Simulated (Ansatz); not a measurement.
# BH₄NOTe: a ladder of functionals and wavefunction methods

An exercise on one series of results from a longer session: the logs are not shown, and one member is left open.

Method: functionals in def2-TZVPP, the program's frozen cores in correlated methods; program: Ansatz 0.2.0, Gaussian basis.

Levels to be run: LDA (SPW92), PBE-D4, revPBE-D4, BLYP-D4, r2SCAN-D4, B97M-V, PBE0-D4, B3LYP-D4, r2SCANh-D4, r2SCAN0-D4, HSE06-D4, BHLYP-D4, CAM-B3LYP-D4, LC-ωPBE, ωB97X-V, ωB97M-V, B2PLYP, PBE-QIDH; CCSD(T)/def2-SVP; CCSD(T)/def2-TZVPP; MP2/def2-QZVPP; extrapolation to the limit; RPA on PBE.

### Structure used throughout

The geometry comes from an earlier relaxation with PBE0-D4 in a triple-zeta def2 set; it is a stationary point, not always the lowest conformer. Te takes the def2 core potential; no spin-orbit term is included.

SMILES `NB(O)[TeH]`, 8 atoms, charge 0, spin multiplicity 1.

Atoms are counted from 1 here; the program's logs count them from 0.

Bond lengths: N1–B2 1.402 Å, N1–H5 1.007 Å, N1–H6 1.003 Å, B2–O3 1.365 Å, B2–Te4 2.189 Å, O3–H7 0.960 Å, Te4–H8 1.658 Å. Angles: B2–N1–H5 123.4°, B2–N1–H6 122.8°, H5–N1–H6 113.7°, N1–B2–O3 124.5°, N1–B2–Te4 121.9°, O3–B2–Te4 113.6°, B2–O3–H7 114.7°, B2–Te4–H8 93.6°.

As a file:

| atom | x (Å) | y (Å) | z (Å) |
| --- | --- | --- | --- |
| N1 | -0.28465 | 0.95371 | -0.10978 |
| B2 | 0.38174 | -0.26767 | 0.05869 |
| O3 | 1.72852 | -0.39410 | 0.24296 |
| Te4 | -0.68566 | -2.17869 | 0.04685 |
| H5 | 0.18243 | 1.84533 | -0.10817 |
| H6 | -1.27676 | 1.01769 | -0.24376 |
| H7 | 2.21170 | 0.43595 | 0.25038 |
| H8 | -2.16521 | -1.46933 | -0.19297 |

Set-up of the first run:

Contents of in.yaml:

```yaml
crystal:
  periodic: [false, false, false]
  atoms:
    - {symbol: N, position_ang: [-0.284655, 0.953714, -0.109776]}
    - {symbol: B, position_ang: [0.381740, -0.267672, 0.058691]}
    - {symbol: O, position_ang: [1.728516, -0.394100, 0.242956]}
    - {symbol: Te, position_ang: [-0.685665, -2.178689, 0.046846]}
    - {symbol: H, position_ang: [0.182431, 1.845335, -0.108169]}
    - {symbol: H, position_ang: [-1.276758, 1.017693, -0.243757]}
    - {symbol: H, position_ang: [2.211703, 0.435946, 0.250381]}
    - {symbol: H, position_ang: [-2.165209, -1.469328, -0.192971]}
basis:
  gaussian: {orbitals: def2-TZVPP}
hamiltonian: {xc: lda}
output: {orbitals: {seedname: orbitals}}
```

On the command line:

```sh
ansatz run in.yaml --threads 2 --pin off --events-out ev --progress --plain --max-ram 4352MiB
```

Among the steps run: LDA; PBE-D4 (GGA); revPBE-D4 (GGA); BLYP-D4 (GGA); r2SCAN-D4 (meta-GGA); B97M-V (meta-GGA); PBE0-D4 (hybrid); B3LYP-D4 (hybrid); r2SCANh-D4 (hybrid); r2SCAN0-D4 (hybrid); HSE06-D4 (hybrid); BHLYP-D4 (hybrid); CAM-B3LYP-D4 (range-separated); LC-ωPBE (range-separated); ωB97X-V (range-separated); ωB97M-V (range-separated); B2PLYP (double hybrid); PBE-QIDH (double hybrid).

One table of the session follows, with a row left open; its other results are not shown here.

It belongs to the step «Orbital energies across the functionals». 

| functional | HOMO (eV) | gap (eV) |
| --- | --- | --- |
| LDA (SPW92) | -5.22 | 4.11 |
| PBE-D4 | -5.07 | 4.13 |
| revPBE-D4 | -5.02 | 4.16 |
| BLYP-D4 | -4.90 | 4.02 |
| r2SCAN-D4 | -5.32 | 4.65 |
| B97M-V | -5.30 | 4.52 |
| PBE0-D4 | -6.11 | 6.00 |
| B3LYP-D4 | ? | ? |
| r2SCANh-D4 | -5.70 | 5.33 |
| r2SCAN0-D4 | -6.27 | 6.33 |
| HSE06-D4 | -5.72 | 5.23 |
| BHLYP-D4 | -6.98 | 7.66 |
| CAM-B3LYP-D4 | -7.31 | 8.14 |
| LC-ωPBE | -8.60 | 10.66 |
| ωB97X-V | -8.29 | 10.17 |
| ωB97M-V | -8.18 | 9.75 |

**Question.** Estimate the row for B3LYP-D4.

Worked estimate for «HOMO (eV)». Against the share of exact exchange, BLYP-D4 (0, -4.90), BHLYP-D4 (0.5, -6.98) give a slope of -4.16 per unit share; at 0.2 the line stands at -5.73.

The run gave: HOMO (eV): -5.89; gap (eV): 5.51. In «HOMO (eV)» the line misses by +0.16.
